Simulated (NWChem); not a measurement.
**wB97X/def2-TZVP (core potential) run of SbH2Cl (SMILES [Cl][SbH2])**

What is the electronic atomisation energy of SbH2Cl at wB97X/def2-TZVP (core potential)? 

The results are computed with NWChem 7.3.0.

## 1. Starting point

The species is SbH2Cl (4 atoms), meant as a singlet with charge 0. As SMILES, `[Cl][SbH2]`. The shape is that of a PBE0-D4/def2-TZVP optimisation.

Bond lengths: Cl1–Sb2 2.356 Å, Sb2–H3 1.712 Å, Sb2–H4 1.713 Å. Angles: Cl1–Sb2–H3 94.4°, Cl1–Sb2–H4 94.4°, H3–Sb2–H4 90.3°.

## 2. The energy at wB97X/def2-TZVP (core potential) (run 1)

The input, clh2sb.nw:

```
start clh2sb
title "ClH2Sb wB97X"
memory stack 880 mb heap 220 mb global 1100 mb
charge 0

geometry units angstroms noautosym nocenter noautoz
 Cl    -1.784500     0.288700    -0.631500
 Sb     0.502100    -0.275300    -0.577600
 H      0.379700    -1.183700     0.868900
 H      0.958300     1.110000     0.319900
end

basis spherical bse
 * library def2-TZVP
end

ecp bse
 Sb library def2-TZVP
end

dft
 xc wb97x
 grid lebedev 150 18
 convergence energy 1e-08
 maxiter 100
 mulliken
 noprint "final vectors analysis"
end

task dft energy
```

Run with:

```sh
nwchem clh2sb.nw > clh2sb.out
```

The program printed:

```text
[...]
          Wavefunction type:  closed shell.
          No. of atoms     :     4
          No. of electrons :    42
[...]
          Charge           :     0
          Spin multiplicity:     1
[...]
          AO basis - number of functions:    99
[...]
              XC Information
              --------------
                       wb97x  Method XC Functional
                     Hartree-Fock (Exact) Exchange  1.000
                         wb97x Exchange Functional  1.000
                      wb97x Correlation Functional  1.000
[...]
 d= 0,ls=0.0,diis     1   -701.6938398919 -8.10D+02  7.82D-03  6.24D-01     8.4
[...]
 d= 0,ls=0.0,diis     9   -701.7291521484 -8.31D-09  2.74D-06  5.50D-09    73.9
         Total DFT energy =     -701.729152148359
      One electron energy =    -1272.458821684964
           Coulomb energy =      510.935073359971
    Exchange-Corr. energy =      -48.432531338809
 Nuclear repulsion energy =      108.227127515442
[...]
      Total Density - Mulliken Population Analysis
     ---------------------------------------------
    Atom       Charge   Shell Charges
 -----------   ------   -------------------------------------------------------
    1 Cl  17    17.37   2.01  0.43  1.52  1.11  0.85  4.19  1.67  1.13  2.84  1.57  0.00  0.03  0.00
    2 Sb  23    22.59   0.16 -0.67  1.62  0.90  1.13  0.65 -0.47  6.43  0.95  1.35  0.31  8.98  1.03  0.18  0.00  0.04
    3 H    1     1.02   0.23  0.54  0.25  0.01
    4 H    1     1.02   0.23  0.54  0.25  0.01
[...]
```

It took 75 s on 1 thread of Intel Xeon Platinum 8488C (Sapphire Rapids), shared host; peak memory 0.15 GiB.

## 3. The Cl atom (run 2)

The input, test.nw:

```
start test
memory total 2200 mb
geometry units angstrom noautosym nocenter noautoz
 Cl    0.000000    0.000000    0.000000
end
basis spherical bse
 Cl library def2-TZVP
end
dft
 xc wb97x
 mult 2
 grid lebedev 150 18
 convergence energy 1e-08
 iterations 100
 mulliken
 print low
end
task dft
```

Run the same way, it converges to -460.14675 Eh (log not shown).

## 4. The H atom at the same level (run 3)

The input, nw.nw:

```
start nw
title "H wB97X"
memory stack 880 mb heap 220 mb global 1100 mb
charge 0
geometry units au noautosym nocenter noautoz
H   0.00000000  0.00000000  0.00000000
end
basis spherical bse
* library def2-TZVP
end
dft
xc wb97x
mult 2
grid lebedev 150 18
convergence energy 1e-08
maxiter 100
mulliken
print low
end
task dft energy
```

Run the same way, it converges to -0.50139 Eh (log not shown).

## 5. The Sb atom, same level (run 4)

The input, sb.nw:

```
echo
START sb
TITLE "Sb"
memory total 2200 mb
charge 0
GEOMETRY noautosym nocenter noautoz
Sb       0.000000       0.000000       0.000000
END
BASIS spherical bse
* library def2-TZVP
END
ECP bse
Sb library def2-TZVP
END
DFT
xc wb97x
mult 4
grid lebedev 150 18
convergence energy 1e-08
iterations 100
mulliken
print low
END
TASK dft energy
```

Run the same way, it converges to -240.24166 Eh (log not shown).

## 6. Overview of the runs

| run | level | core potential | partner | energy (Eh) | wall time |
| --- | --- | --- | --- | --- | --- |
| 1 | wB97X/def2-TZVP (core potential) | def2-TZVP | base | -701.729152 | 75 s |
| 2 | U-wB97X/def2-TZVP | – | atoms | -460.146750 | 4.2 s |
| 3 | U-wB97X/def2-TZVP | – | atoms | -0.501393 | 1.5 s |
| 4 | U-wB97X/def2-TZVP (core potential) | def2-TZVP | atoms | -240.241662 | 8.4 s |

## 7. Outcome

Level: wB97X/def2-TZVP (core potential).

| quantity | value |
| --- | --- |
| Sb atom: total energy | -240.24166 Eh |
| Sb atom: ⟨S²⟩ | 3.751 |
| electronic atomisation energy | 9.196 eV |

In words: Taking the molecule apart into free atoms costs 9.20 eV (212 kcal/mol), before zero-point energy and without spin-orbit coupling. All runs together took 89 s, the longest 75 s.
